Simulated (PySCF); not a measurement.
# Co⁺: dipole response in aug-cc-pVTZ

Aim: the static polarisability and the C₆ coefficient of Co⁺, method by method.

Method: unrestricted determinants in a Gaussian basis, no spin-orbit coupling in the energies. Code: PySCF 2.14.0.

**1. The atom as given**

| Property | Result |
| --- | --- |
| Element | cobalt (Z = 27) |
| Basis | aug-cc-pVTZ |
| Hamiltonian | no relativity, point nucleus |
| State 1 | Co⁺: [Ar] 3d7 4s1, high-spin 5F determinant (an excited configuration) |
| Methods | UHF, PBE, PBE0 |

The outer shells:

Co+ [Ar] 3d7 4s1
```
[Ar] core
3d [↑↓][↑↓][↑ ][↑ ][↑ ]
4s [↑ ]
```

One driver process ran all states and methods and kept the integrals in memory. Each run is shown as a PySCF script that sums up its settings (the driver passes frozen orbitals as a list and adds second-order terms of double hybrids); the logs are those of the runs themselves. The driver starts from symmetry-adapted Hartree-Fock orbitals, holds the occupation by maximum overlap and uses a logarithmic radial grid for functionals, so a plain start would take other cycles.

The integrals over 93 functions and the set-up took 1.8 s of CPU time.

**2. Co⁺ [Ar] 3d7 4s1, method by method**

**UHF**

input.py

```python
from pyscf import gto, scf, dft, mp, cc
import basis_set_exchange as bse
mol = gto.M(atom="Co 0 0 0", charge=1, spin=4, symmetry="D2h",
            basis=gto.basis.parse(bse.get_basis("aug-cc-pVTZ", elements=["Co"], fmt="nwchem")))
mf = scf.UHF(mol)
mf.irrep_nelec = {'Ag': (6, 4), 'B1g': (1, 1), 'B2g': (1, 0), 'B3g': (1, 0), 'B1u': (2, 2), 'B2u': (2, 2), 'B3u': (2, 2)}
mf.kernel()
```

Log:

```text
damping factor = 0
level_shift factor = 0
DIIS = <class 'pyscf.scf.diis.CDIIS'>
diis_start_cycle = 1
diis_space = 10
diis_damp = 0
SCF conv_tol = 1e-09
SCF conv_tol_grad = None
number electrons alpha = 15  beta = 11
cycle= 1 E= -1381.17896949676  delta_E= -0.00789  |g|= 0.0363  |ddm|= 0.0356
cycle= 2 E= -1381.17915240075  delta_E= -0.000183  |g|= 0.00621  |ddm|= 0.0077
cycle= 3 E= -1381.1791599722  delta_E= -7.57e-06  |g|= 0.00156  |ddm|= 0.00549
cycle= 4 E= -1381.17916053661  delta_E= -5.64e-07  |g|= 0.000551  |ddm|= 0.00255
cycle= 5 E= -1381.17916074446  delta_E= -2.08e-07  |g|= 0.000116  |ddm|= 0.000816
cycle= 6 E= -1381.17916075248  delta_E= -8.03e-09  |g|= 1.39e-05  |ddm|= 0.000234
cycle= 7 E= -1381.17916075259  delta_E= -1.09e-10  |g|= 2.01e-06  |ddm|= 5.25e-05
converged SCF energy = -1381.17916075259  <S^2> = 6.0026686  2S+1 = 5.0010673
```

It used 22 s of CPU time after the integrals (shared host).

The occupied shells:

```csv
shell,electrons,mean orbital energy (eV),spread (eV),rms radius (bohr)
1s α,1,-7711.2,0,0.0659
1s β,1,-7711.0,0,0.0659
2s α,1,-958.69,0,0.279
2s β,1,-955.77,0,0.279
2p α,3,-829.44,0,0.250
2p β,3,-826.68,0,0.250
3s α,1,-135.50,0,0.841
3s β,1,-127.56,0,0.841
3p α,3,-94.952,0,0.894
3p β,3,-85.674,0,0.894
3d α,5,-28.061,1.463,1.15
3d β,2,-24.343,0,1.15
4s α,1,-15.597,0,2.94
```

⟨S²⟩ = 6.003, ⟨L²⟩ = 12.03.

The driver then solved the coupled dipole response at imaginary frequencies: mean α = 33.00 bohr³, C₆ = 164.5 au for a like pair.

**PBE**

Changes to input.py:

```diff
@@ -4,3 +4,3 @@
             basis=gto.basis.parse(bse.get_basis("aug-cc-pVTZ", elements=["Co"], fmt="nwchem")))
-mf = scf.UHF(mol)
+mf = dft.UKS(mol, xc="PBE")
 mf.irrep_nelec = {'Ag': (6, 4), 'B1g': (1, 1), 'B2g': (1, 0), 'B3g': (1, 0), 'B1u': (2, 2), 'B2u': (2, 2), 'B3u': (2, 2)}
```

Log:

```text
damping factor = 0
level_shift factor = 0
DIIS = <class 'pyscf.scf.diis.CDIIS'>
diis_start_cycle = 1
diis_space = 10
diis_damp = 0
SCF conv_tol = 1e-09
SCF conv_tol_grad = None
number electrons alpha = 15  beta = 11
XC functionals = PBE
    J. P. Perdew, K. Burke, and M. Ernzerhof.,  Phys. Rev. Lett. 77, 3865 (1996)
    J. P. Perdew, K. Burke, and M. Ernzerhof.,  Phys. Rev. Lett. 78, 1396 (1997)
    J. P. Perdew, K. Burke, and M. Ernzerhof.,  Phys. Rev. Lett. 77, 3865 (1996)
    J. P. Perdew, K. Burke, and M. Ernzerhof.,  Phys. Rev. Lett. 78, 1396 (1997)
cycle= 1 E= -1382.18745985601  delta_E= -0.0151  |g|= 0.16  |ddm|= 1.18
cycle= 2 E= -1382.1767707986  delta_E= 0.0107  |g|= 0.309  |ddm|= 0.39
cycle= 3 E= -1382.19248373922  delta_E= -0.0157  |g|= 0.0149  |ddm|= 0.29
cycle= 4 E= -1382.19253274907  delta_E= -4.9e-05  |g|= 0.000695  |ddm|= 0.0121
cycle= 5 E= -1382.19253284326  delta_E= -9.42e-08  |g|= 1.61e-05  |ddm|= 0.000999
cycle= 6 E= -1382.19253284334  delta_E= -7.66e-11  |g|= 3.14e-06  |ddm|= 5.18e-05
converged SCF energy = -1382.19253284334  <S^2> = 6.0005086  2S+1 = 5.0002034
```

CPU time 16 s on a shared host, the integrals not counted.

The driver then solved the coupled dipole response at imaginary frequencies: mean α = 23.07 bohr³, C₆ = 109.4 au for a like pair.

**PBE0**

Changes to input.py:

```diff
@@ -4,3 +4,3 @@
             basis=gto.basis.parse(bse.get_basis("aug-cc-pVTZ", elements=["Co"], fmt="nwchem")))
-mf = dft.UKS(mol, xc="PBE")
+mf = dft.UKS(mol, xc="PBE0")
 mf.irrep_nelec = {'Ag': (6, 4), 'B1g': (1, 1), 'B2g': (1, 0), 'B3g': (1, 0), 'B1u': (2, 2), 'B2u': (2, 2), 'B3u': (2, 2)}
```

Log:

```text
damping factor = 0
level_shift factor = 0
DIIS = <class 'pyscf.scf.diis.CDIIS'>
diis_start_cycle = 1
diis_space = 10
diis_damp = 0
SCF conv_tol = 1e-09
SCF conv_tol_grad = None
number electrons alpha = 15  beta = 11
XC functionals = PBE0
    C. Adamo and V. Barone.,  J. Chem. Phys. 110, 6158 (1999)
    M. Ernzerhof and G. E. Scuseria.,  J. Chem. Phys. 110, 5029 (1999)
cycle= 1 E= -1382.22326229143  delta_E= -0.0109  |g|= 0.0718  |ddm|= 0.822
cycle= 2 E= -1382.22246088787  delta_E= 0.000801  |g|= 0.106  |ddm|= 0.212
cycle= 3 E= -1382.22424565096  delta_E= -0.00178  |g|= 0.00206  |ddm|= 0.113
cycle= 4 E= -1382.22424770015  delta_E= -2.05e-06  |g|= 0.00114  |ddm|= 0.0063
cycle= 5 E= -1382.22424796669  delta_E= -2.67e-07  |g|= 7.36e-05  |ddm|= 0.00166
cycle= 6 E= -1382.22424796831  delta_E= -1.62e-09  |g|= 7.21e-06  |ddm|= 0.00015
cycle= 7 E= -1382.22424796832  delta_E= -1.14e-11  |g|= 1.12e-07  |ddm|= 1.06e-05
converged SCF energy = -1382.22424796832  <S^2> = 6.0008565  2S+1 = 5.0003426
```

It used 41 s of CPU time after the integrals (shared host).

The driver then solved the coupled dipole response at imaginary frequencies: mean α = 24.93 bohr³, C₆ = 118.8 au for a like pair.

Radial density 4πr²ρ of Co⁺ at UHF:

```csv
r (bohr),density,spin density
0.000997,0.158,0.000
0.00168,0.431,0.000
0.00282,1.15,0.000
0.00474,2.93,0.001
0.00798,6.95,0.003
0.0134,14.7,0.006
0.0226,25.5,0.009
0.0380,32.4,0.009
0.0639,28.0,0.005
0.107,27.2,0.041
0.181,36.5,0.253
0.304,21.3,1.076
0.511,16.1,2.722
0.860,15.6,2.672
1.45,4.09,1.172
2.43,0.801,0.559
4.09,0.137,0.132
6.88,0.00266,0.003
```

**3. The response side by side**

Co⁺ [Ar] 3d7 4s1, in atomic units:

```csv
method,mean α,C₆ (like pair),S(−4)
UHF,33.00,164.5,1050
PBE,23.07,109.4,434.8
PBE0,24.93,118.8,533.5
```

α(iu) at PBE0:

```csv
u (hartree),α(iu) (bohr³)
0,24.93
0.0500,23.68
0.100,20.66
0.200,14.20
0.300,9.908
0.500,5.781
0.750,3.727
1.00,2.742
1.50,1.766
2.00,1.270
3.00,0.7675
5.00,0.3774
```

**4. Summary of results**

| quantity | value |
| --- | --- |
| α of Co⁺ [Ar] 3d7 4s1 | 23.07 (PBE) to 33.00 (UHF) bohr³ |

**Reading.** A single London oscillator with the computed α and C₆ of Co⁺ [Ar] 3d7 4s1 at UHF would have ω = 4 C₆ / (3 α²) = 0.201 hartree. All values hold for this basis alone; no basis-set limit was taken.
